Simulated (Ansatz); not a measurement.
# SbSe3N: the cost of one run

Program: Ansatz 0.2.0. Level of theory: DFT PBE, scalar-relativistic, plane waves, PAW. These are calculated values, not measurements.

**1. The structure to begin with**

The structure is tetragonal, space group P4mm (No. 99). The conventional cell has a = 4.548 Å, b = 4.548 Å, c = 5.754 Å, α = 90.00°, β = 90.00°, γ = 90.00°. Around Sb (site symmetry 4mm) lie 12 Se at 3.27 to 3.67 Å and 4 N at 3.76 Å. Se (site symmetry 4mm) has 2 N at 2.55 to 3.20 Å and 4 Se at 3.21 Å and 4 Sb at 3.27 Å in its first shell of neighbours. Around Se (site symmetry 2mm) lie 2 N at 2.46 Å and 6 Se at 3.21 to 3.22 Å and 4 Sb at 3.67 Å. N (site symmetry 4mm) is surrounded by 5 Se at 2.46 to 2.55 Å.

Structure file:

```xyz
5
Lattice="4.5477 0.0000 0.0000 0.0000 4.5477 0.0000 0.0000 0.0000 5.7544" Properties=species:S:1:pos:R:3 pbc="T T T"
Sb    0.0000    0.0000    0.0000
Se    2.2738    2.2738    0.6094
Se    0.0000    2.2738    2.8772
Se    2.2738    0.0000    2.8772
N     2.2738    2.2738    3.8094
```

The cell is invented: species swapped into a database cell of NdBPt3 (P4mm, No. 99), with Sb on the Nd sites, N on the B sites and Se on the Pt sites. Lengths come from tabulated atomic sizes and are only a guess.

**2. The guess as it stands, on a coarse mesh**

File input.yaml:

```yaml
crystal:
  lattice:
    - [4.54765984, 0.0, 0.0]
    - [0.0, 4.54765984, 0.0]
    - [0.0, 0.0, 5.7544029]
  atoms:
    - { symbol: Sb, position: [0.0, 0.0, 0.0] }
    - { symbol: Se, position: [0.5, 0.5, 0.1059] }
    - { symbol: Se, position: [0.0, 0.5, 0.5] }
    - { symbol: Se, position: [0.5, 0.0, 0.5] }
    - { symbol: "N", position: [0.5, 0.5, 0.662] }
basis:
  ecutwfc: 420
kpoints:
  mp_grid: { grid: [4, 4, 4] }
hamiltonian:
  xc: pbe
scf:
  occupations: { method: gaussian, width: 0.1 }
  lower_state_search: "off"
output:
  forces: true
  stress: true
  eigenvalues: true
```

On the command line:

```sh
$ ansatz run input.yaml --threads 1 --pin off --max-ram 2560MiB --backend cpu --events-out ev --progress --plain --runs-dir out
```

Q: Estimate wall time and peak memory on 1 thread of Arm Neoverse N1, shared host.

About 13 s, with a peak of 0.35 GiB.
